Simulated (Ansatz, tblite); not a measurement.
# (BeO)10 cage of four- and six-membered rings (Be₁₀O₁₀): rung by rung

One table from this session's results is given with a row withheld; the runs are named, their logs left out.

Program: Ansatz 0.2.0, Gaussian basis. Level of theory: as each input shows. These are calculated values, not measurements.

The runs, in order: GFN1-xTB, GFN2-xTB, PBE-D4/def2-TZVP, r2SCAN-D4/def2-TZVP, r2SCAN0-D4/def2-TZVP, LDA/def2-TZVP, PBE-D4/def2-SVP, PBE0-D4/def2-SVP, HF/STO-3G, HF/6-31G, B3LYP-D4/6-31G, MP2/def2-SVP.

6 further runs of the same task are left out: 4 that didn't finish, 2 set aside as unsound or not needed. Runs told in other sessions of the task aren't counted.

## The relaxed structure

The geometry is that of the singlet, from an earlier relaxation (PBE-D4/def2-SVP).

20 atoms, charge 0, spin multiplicity 1.

Bond lengths: Be1–O2 1.571 Å, Be1–O4 1.679 Å, Be1–O6 1.566 Å, O2–Be3 1.678 Å, O2–Be9 1.585 Å, Be3–O4 1.571 Å, Be3–O10 1.566 Å, O4–Be5 1.585 Å, Be5–O6 1.653 Å, Be5–O12 1.571 Å, O6–Be7 1.567 Å, Be7–O8 1.648 Å, Be7–O14 1.567 Å, O8–Be9 1.570 Å, O8–Be17 1.570 Å, Be9–O10 1.654 Å, O10–Be11 1.567 Å, Be11–O12 1.649 Å and more. Angles: O2–Be1–O4 100.1°, O2–Be1–O6 124.6°, O4–Be1–O6 98.1°, Be1–O2–Be3 78.9°, Be1–O2–Be9 102.2°, Be3–O2–Be9 80.0°, O2–Be3–O4 100.1°, O2–Be3–O10 98.2°, O4–Be3–O10 124.6°, Be1–O4–Be3 78.9°, Be1–O4–Be5 79.9°, Be3–O4–Be5 102.1°, O4–Be5–O6 98.4°, O4–Be5–O12 130.9°, O6–Be5–O12 116.3°, Be1–O6–Be5 81.3°, Be1–O6–Be7 122.4°, Be5–O6–Be7 102.9° and more.

Coordinates:

```xyz
20

Be    0.7392    0.7211   -2.6837
O     0.9249   -0.8320   -2.8337
Be   -0.7421   -0.7202   -2.6825
O    -0.9297    0.8327   -2.8319
Be   -0.7497    1.3352   -1.3393
O     0.8938    1.5093   -1.3397
Be    1.3191    0.8139   -0.0011
O     1.3953   -0.8327   -0.0011
Be    0.7483   -1.3352   -1.3407
O    -0.8965   -1.5089   -1.3388
Be   -1.3186   -0.8142    0.0011
O    -1.3962    0.8326    0.0011
Be   -0.7479    1.3352    1.3407
O     0.8961    1.5089    1.3385
Be    0.7428    0.7204    2.6825
O    -0.9251    0.8322    2.8336
Be    0.7501   -1.3354    1.3394
O    -0.8942   -1.5094    1.3401
Be   -0.7387   -0.7208    2.6837
O     0.9293   -0.8326    2.8320
```

PBE0-D4/def2-TZVP was run before; its log isn't repeated, and its numbers join the tables.

Set-up of the first run:

Tight binding, by tblite at 300 K electronic temperature and without a spin-polarisation term:

```python
tblite.interface.Calculator('GFN1-xTB', numbers, positions, charge=0, uhf=0).singlepoint()
```

Tight binding, by tblite at 300 K electronic temperature and without a spin-polarisation term:

```python
tblite.interface.Calculator('GFN2-xTB', numbers, positions, charge=0, uhf=0).singlepoint()
```

start.molden holds the orbitals of an earlier run on this state, given as this run's starting guess.

in.yaml

```yaml
crystal:
  periodic: [false, false, false]
  atoms:
    - {symbol: Be, position_ang: [0.739218, 0.721105, -2.683667]}
    - {symbol: O, position_ang: [0.924920, -0.832017, -2.833731]}
    - {symbol: Be, position_ang: [-0.742055, -0.720174, -2.682541]}
    - {symbol: O, position_ang: [-0.929744, 0.832680, -2.831870]}
    - {symbol: Be, position_ang: [-0.749714, 1.335232, -1.339301]}
    - {symbol: O, position_ang: [0.893785, 1.509318, -1.339715]}
    - {symbol: Be, position_ang: [1.319053, 0.813862, -0.001148]}
    - {symbol: O, position_ang: [1.395270, -0.832734, -0.001122]}
    - {symbol: Be, position_ang: [0.748284, -1.335248, -1.340729]}
    - {symbol: O, position_ang: [-0.896530, -1.508864, -1.338804]}
    - {symbol: Be, position_ang: [-1.318568, -0.814157, 0.001117]}
    - {symbol: O, position_ang: [-1.396211, 0.832557, 0.001134]}
    - {symbol: Be, position_ang: [-0.747856, 1.335187, 1.340699]}
    - {symbol: O, position_ang: [0.896071, 1.508863, 1.338488]}
    - {symbol: Be, position_ang: [0.742770, 0.720382, 2.682485]}
    - {symbol: O, position_ang: [-0.925148, 0.832222, 2.833555]}
    - {symbol: Be, position_ang: [0.750070, -1.335407, 1.339360]}
    - {symbol: O, position_ang: [-0.894245, -1.509357, 1.340065]}
    - {symbol: Be, position_ang: [-0.738705, -0.720801, 2.683723]}
    - {symbol: O, position_ang: [0.929345, -0.832639, 2.832003]}
basis:
  gaussian: {orbitals: def2-TZVP, initial_orbitals: start.molden}
hamiltonian: {xc: pbe, dispersion: d4}
scf: {omitted_lower_state_checks: [starts]}
output: {forces: true, orbitals: {seedname: orbitals}}
```

The run is started by

```console
$ ansatz run in.yaml --threads 4 --pin off --events-out ev --progress --plain --max-ram 6963MiB
```

Steps of the session up to this table: PBE-D4/def2-TZVP; r2SCAN-D4/def2-TZVP; r2SCAN0-D4/def2-TZVP; LDA/def2-TZVP; PBE-D4/def2-SVP; PBE0-D4/def2-SVP; HF/STO-3G; HF/6-31G; B3LYP-D4/6-31G; MP2/def2-SVP.

One table of the session follows, with a row left open; its other results are not shown here.

It belongs to the step «Binding energy». 

| level | binding an atom (eV) |
| --- | --- |
| HF/STO-3G | 4.326 |
| HF/6-31G | 3.752 |
| HF/def2-SVP | 3.933 |
| LDA/def2-TZVP | 6.187 |
| PBE-D4/def2-SVP | 5.536 |
| PBE-D4/def2-TZVP | 5.497 |
| r2SCAN-D4/def2-TZVP | 5.459 |
| B3LYP-D4/6-31G | ? |
| PBE0-D4/def2-SVP | 5.346 |
| PBE0-D4/def2-TZVP | 5.329 |
| r2SCAN0-D4/def2-TZVP | 5.304 |
| MP2/def2-SVP | 5.159 |

**Question.** Estimate the row for B3LYP-D4/6-31G.

**Answer.** binding an atom (eV): 5.208. In the column «binding an atom (eV)» it lies between MP2/def2-SVP (5.159) and r2SCAN0-D4/def2-TZVP (5.304).

To keep in mind: Free atoms were run apart at each level; binding is atoms less cluster, divided by the number of atoms, without zero-point or spin-orbit terms.
